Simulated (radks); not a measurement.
# Cl⁺ with its nuclear charge varied continuously

The task here is to estimate one member of a computed series from the others.

Program: radks (a radial shooting solver on a logarithmic mesh, Libxc functionals) version 1. Level of theory: non-relativistic Kohn-Sham, TPSS, spin-unpolarised, spherical densities, point nucleus. These are calculated values, not measurements, unless marked.

## The atom as given

| Item | Value |
| --- | --- |
| element | chlorine (Z = 17) |
| charge | +1 |
| electrons | 16 |
| configuration | [Ne] 3s2 3p4 |

Outer shells as boxes (Hund's rule):

Cl⁺
```
[Ne] core
3s [↑↓]
3p [↑↓][↑ ][↑ ]
```

Set-up of the first run:

Input:

```text
Z 17
configuration [Ne] 3s2 3p4
relativity non-relativistic
functional tpss,tpss
spin unpolarised
nucleus point
```

Among the steps run: Z = 17.

One table of the session follows, with a row left open; its other results are not shown here.

It belongs to the step «Z = 17». Sizes of the orbitals, from the radial functions (bohr):

| level | <r> | outermost maximum (interpolated) | 90 % within | nodes |
| --- | --- | --- | --- | --- |
| 1s | 0.09133 | 0.0599 | 0.163 | 0 |
| 2s | 0.4452 | 0.363 | 0.696 | 1 |
| 2p | 0.4072 | 0.302 | 0.676 | 0 |
| 3s | 1.496 | 1.27 | 2.25 | 2 |
| 3p | ? | ? | ? | ? |

Estimate the missing values for 3p.

The run gave: <r>: 1.705; outermost maximum (interpolated): 1.38; 90 % within: 2.64; nodes: 1. In the column «<r>» it is the highest.
